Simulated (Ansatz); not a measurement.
Task: harmonic frequencies at the relaxed geometry of C2H5FTe, SMILES C[Te]CF, with the Ansatz DFT code, driven from Python. Give the script and its output. Settings (for the species named): Hartree-Fock, def2-SVP basis, multiplicity 1.

| atom | x (Å) | y (Å) | z (Å) |
| --- | --- | --- | --- |
| C | -0.6794 | 1.1424 | 0.6305 |
| Te | 0.0380 | 0.7397 | -1.3326 |
| C | 0.6380 | -1.1981 | -0.6917 |
| F | 1.7139 | -1.0582 | 0.2947 |
| H | -1.5024 | 0.4357 | 0.8724 |
| H | 0.0956 | 1.1663 | 1.3597 |
| H | -1.1487 | 2.2045 | 0.6193 |
| H | 1.1276 | -1.7426 | -1.5458 |
| H | -0.1941 | -1.7360 | -0.2236 |

`run_freq.py`:
```python
'''Vibrations of C2H5FTe.'''

import ansatz as az
from ase import Atoms
from ase.thermochemistry import IdealGasThermo
import numpy as np

atoms = Atoms(['C', 'Te', 'C', 'F', 'H', 'H', 'H', 'H', 'H'], positions=[
    (-0.6794, 1.1424, 0.6305),
    (0.038, 0.7397, -1.3326),
    (0.638, -1.1981, -0.6917),
    (1.7139, -1.0582, 0.2947),
    (-1.5024, 0.4357, 0.8724),
    (0.0956, 1.1663, 1.3597),
    (-1.1487, 2.2045, 0.6193),
    (1.1276, -1.7426, -1.5458),
    (-0.1941, -1.736, -0.2236),
])
system = az.Crystal.molecule_from_ase(atoms)

setup = (
    system.calculation()
    .basis(gaussian='def2-SVP')
    .functional('HF')
    .scf(lower_state_search='light')
)
symbols = [site.symbol for site in system.cartesian_sites]
start = np.array([site.position_ang for site in system.cartesian_sites], dtype=float)
rep = setup.relax(force_tolerance=0.003).run(threads=1).report
end = np.array(rep['positions_ang'])

print('bond        before    after (A)')
for i, j in [(0, 1), (0, 4), (0, 5), (0, 6), (1, 2), (2, 3), (2, 7), (2, 8)]:
    d0, d1 = (np.linalg.norm(xyz[i] - xyz[j]) for xyz in (start, end))
    print(f'{symbols[i]}{i}-{symbols[j]}{j}'.ljust(10), f'{d0:8.4f} {d1:8.4f}')

# same settings at the minimum
minimum = az.Crystal.molecule()
for symbol, xyz in zip(symbols, end):
    minimum = minimum.atom(symbol, xyz.tolist())
vibrating = (
    minimum.calculation()
    .basis(gaussian='def2-SVP')
    .functional('HF')
    .scf(lower_state_search='light')
    .phonons(temperatures=(200, 600, 100))
)
vib = vibrating.run(threads=1).report['vibrations']
sums = vib['harmonic_sums']
modes = [m['omega_inv_cm'] for m in sums['modes_at_gamma'] if m['rigid_motion'] == 'no']
for number, w in enumerate(modes, start=1):
    print(f'mode {number:2d} {w:9.1f} 1/cm {w / 8065.544 * 1000:8.2f} meV')
print('imaginary modes:', sum(w < 0 for w in modes), ' zero-point energy:', round(sums['zero_point_energy_ev'], 4), 'eV')
# rigid rotor and ideal gas, symmetry number taken as one
gas = IdealGasThermo(vib_energies=[w / 8065.544 for w in modes if w > 0], geometry='linear' if len(modes) == 3 * len(symbols) - 5 else 'nonlinear',
                     atoms=Atoms(symbols, positions=end), symmetrynumber=1, spin=0.0)
print(f'H(298 K) - E = {gas.get_enthalpy(298.15, verbose=False):.4f} eV')
print(f'S(298 K, 1 bar) = {96485.33 * gas.get_entropy(298.15, 1e5, verbose=False):.1f} J/(mol K) with symmetry number 1')
```

```console
$ python run_freq.py
bond        before    after (A)
C0-Te1       2.1285   2.1560
C0-H4        1.1114   1.0870
C0-H5        1.0644   1.0865
C0-H6        1.1612   1.0880
Te1-C2       2.1274   2.1547
C2-F3        1.4663   1.3535
C2-H7        1.1250   1.0879
C2-H8        1.0958   1.0872
mode  1      67.5 1/cm     8.37 meV
mode  2     120.0 1/cm    14.88 meV
mode  3     182.0 1/cm    22.56 meV
mode  4     292.8 1/cm    36.30 meV
mode  5     556.5 1/cm    69.00 meV
mode  6     596.8 1/cm    73.99 meV
mode  7     844.3 1/cm   104.68 meV
mode  8     915.5 1/cm   113.51 meV
mode  9     957.9 1/cm   118.77 meV
mode 10    1176.8 1/cm   145.91 meV
mode 11    1363.1 1/cm   169.00 meV
mode 12    1372.5 1/cm   170.17 meV
mode 13    1418.3 1/cm   175.85 meV
mode 14    1560.9 1/cm   193.53 meV
mode 15    1573.3 1/cm   195.06 meV
mode 16    1596.7 1/cm   197.97 meV
mode 17    3210.7 1/cm   398.07 meV
mode 18    3245.6 1/cm   402.40 meV
mode 19    3328.0 1/cm   412.62 meV
mode 20    3328.3 1/cm   412.66 meV
mode 21    3340.9 1/cm   414.22 meV
imaginary modes: 0  zero-point energy: 1.9248 eV
H(298 K) - E = 2.1112 eV
S(298 K, 1 bar) = 337.9 J/(mol K) with symmetry number 1
```

Notes:
- The settings weren't tested for convergence.
- The frequencies are harmonic and unscaled, in a modest basis. The result belongs to the one conformer reached from this start, and soft torsions count as harmonic oscillators.
- def2 sets replace the cores of elements past krypton by effective core potentials.
- The entropy takes a symmetry number of 1; a symmetric molecule's is lower by R ln(sigma).
- Run time: 2.1 min on 1 thread of Arm Neoverse V2, on a shared host, peak memory 0.31 GiB.

(A comment or docstring line of the script was reworded after the run, the code is as it ran; lines on the test bed's own set-up are left out of the output.)
